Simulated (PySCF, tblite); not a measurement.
# C₆H₅FSi: geometry, infrared bands and NMR shifts

Wanted: the infrared bands and NMR shifts of C₆H₅FSi (`C#C/C=C(\C#C)[SiH2]F`), by calculation.

Computed with tblite 0.8.0 and PySCF 2.14.0, with density-fitted response routines of our own, on a single molecule in the gas phase. Atoms count from 0, in the outputs and in this text.

## (1) The starting structure

13 atoms, charge 0, multiplicity 1; geometry from: force field or distance geometry start.

Bonds of the start (Å): C0–C1 1.23, C1–C2 1.42, C2–C3 1.35, C3–C4 1.43, C4–C5 1.21, C3–Si6 1.84, Si6–F7 1.71, C0–H8 1.07, C2–H9 1.10, C5–H10 1.08, Si6–H11 1.48, Si6–H12 1.45.

## (2) Geometry optimisation with GFN2-xTB

The job: settings as JSON, then the geometry in Å.

```
{"job": {"kind": "relax", "xc": "GFN2-xTB", "basis": "xTB"}, "charge": 0, "multiplicity": 1}
C      2.867100    -1.226000    -0.191300
C      1.633400    -1.173900    -0.189100
C      0.212000    -1.117200    -0.181200
C     -0.423500     0.062400    -0.026300
C      0.317000     1.268500     0.177500
C      0.927000     2.301900     0.341900
Si    -2.261400     0.032700    -0.044200
F     -2.765200    -1.002600     1.213600
H      3.933700    -1.251700    -0.189900
H     -0.376100    -2.036600    -0.322700
H      1.472200     3.218200     0.491100
H     -2.720700     1.417100     0.181700
H     -2.820000    -0.492300    -1.278900
```

Run with:

```sh
$ OMP_NUM_THREADS=1 python probes_run.py task.json out
```

The driver reads the jobs from task.json and runs them one after another.

**Question.** This job is followed by: GFN2-xTB harmonic vibrations, gas phase; GIAO PBE0/pcSseg-1 NMR shielding, non-relativistic, gas phase. What will the session give for the following? strongest single infrared mode (GFN2-xTB); zero-point energy (GFN2-xTB); 13C shifts against TMS (PBE0/pcSseg-1); 1H shifts against TMS (PBE0/pcSseg-1, means over atoms taken as alike); 29Si shifts against TMS (PBE0/pcSseg-1); 19F shifts against CFCl3 (PBE0/pcSseg-1).

**Answer**, as computed:

| quantity | value |
| --- | --- |
| strongest single infrared mode (GFN2-xTB) | 2322 cm⁻¹, 407 km/mol |
| zero-point energy (GFN2-xTB) | 48.8 kcal/mol |
| 13C shifts against TMS (PBE0/pcSseg-1) | 141.8, 136.1, 104.0, 103.1, 85.4, 83.9 ppm |
| 1H shifts against TMS (PBE0/pcSseg-1, means over atoms taken as alike) | 6.68, 5.29, 3.69, 3.60 ppm |
| 29Si shifts against TMS (PBE0/pcSseg-1) | -10.4 ppm |
| 19F shifts against CFCl3 (PBE0/pcSseg-1) | -227.2 ppm |

Relaxing lowered the energy by 0.358 eV in 127 steps; the close pair that moved most is Si6–F7, from 1.705 to 1.614 Å. No mode is imaginary among the 33: a minimum at this level. The strongest single mode, at 2322 cm⁻¹, moves mainly H12 and H11. Unscaled tight-binding wavenumbers are off by several per cent, some by more. Its intensities can rank the bands wrongly. The most deshielded hydrogen is H9 (hydrogen on an alkene CH), at 6.68 ppm: olefinic region.
